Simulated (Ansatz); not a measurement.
**C6H3FGe: basis-set convergence**

The task here is to estimate one member of a computed series from the others.

Program: Ansatz 0.2.0, Gaussian basis. Level of theory: one geometry, several basis sets. These are calculated values, not measurements.

Plan: PBE0-D4/def2-SVP; ωB97M-V/def2-SVP; PBE0-D4/def2-QZVPP; ωB97M-V/def2-QZVPP; the functionals' def2-TZVPP values are taken from earlier runs.

### The geometry

All runs share one geometry, relaxed beforehand with PBE0-D4 in a triple-zeta def2 set.

SMILES `C#[C][Ge]([F])([C]#C)[C]#C`, 11 atoms, charge 0, spin multiplicity 1.

Atoms are counted from 1 here; the program's logs count them from 0.

Bond lengths: C1–C2 1.203 Å, C1–H9 1.066 Å, C2–Ge3 1.882 Å, Ge3–F4 1.727 Å, Ge3–C5 1.882 Å, Ge3–C7 1.882 Å, C5–C6 1.203 Å, C6–H10 1.066 Å, C7–C8 1.203 Å, C8–H11 1.066 Å. Angles: C2–C1–H9 179.7°, C1–C2–Ge3 179.1°, C2–Ge3–F4 107.2°, C2–Ge3–C5 111.6°, C2–Ge3–C7 111.7°, F4–Ge3–C5 107.2°, F4–Ge3–C7 107.2°, C5–Ge3–C7 111.6°, Ge3–C5–C6 179.1°, C5–C6–H10 179.7°, Ge3–C7–C8 179.1°, C7–C8–H11 179.7°.

The first run:

File in.yaml:

```yaml
crystal:
  periodic: [false, false, false]
  atoms:
    - {symbol: C, position_ang: [-0.638024, -0.221730, 2.884398]}
    - {symbol: C, position_ang: [-0.610203, -0.079919, 1.689753]}
    - {symbol: Ge, position_ang: [-0.538497, 0.136181, -0.178432]}
    - {symbol: F, position_ang: [-2.130346, 0.550243, -0.706073]}
    - {symbol: C, position_ang: [0.597096, 1.554168, -0.670123]}
    - {symbol: C, position_ang: [1.337483, 2.451794, -0.976968]}
    - {symbol: C, position_ang: [-0.064154, -1.465599, -1.045217]}
    - {symbol: C, position_ang: [0.255562, -2.489172, -1.591242]}
    - {symbol: H, position_ang: [-0.667596, -0.346291, 3.942959]}
    - {symbol: H, position_ang: [1.989607, 3.249679, -1.250900]}
    - {symbol: H, position_ang: [0.534372, -3.396254, -2.077454]}
basis:
  gaussian: {orbitals: def2-SVP}
hamiltonian: {xc: pbe0, dispersion: d4}
output: {orbitals: {seedname: orbitals}}
```

Started as:

```
> ansatz run in.yaml --threads 4 --pin off --events-out ev --progress --plain --max-ram 11315MiB
```

Among the steps run: PBE0-D4 in def2-SVP; ωB97M-V in def2-SVP; PBE0-D4 in def2-QZVPP; ωB97M-V in def2-QZVPP.

One of the session's tables, all rows but one given; the rest of the session is left out.

It belongs to the step «Density functionals: the series». 

```
functional       basis  HOMO (eV)
   PBE0-D4    def2-SVP      -8.52
   PBE0-D4  def2-TZVPP      -8.57
   PBE0-D4  def2-QZVPP          ?
   ωB97M-V    def2-SVP     -10.77
   ωB97M-V  def2-TZVPP     -10.84
   ωB97M-V  def2-QZVPP     -10.85
```

Estimate the missing values for PBE0-D4, def2-QZVPP.

As computed: HOMO (eV): -8.59. In the column «HOMO (eV)» it lies between ωB97M-V, def2-SVP (-10.77) and PBE0-D4, def2-TZVPP (-8.57).
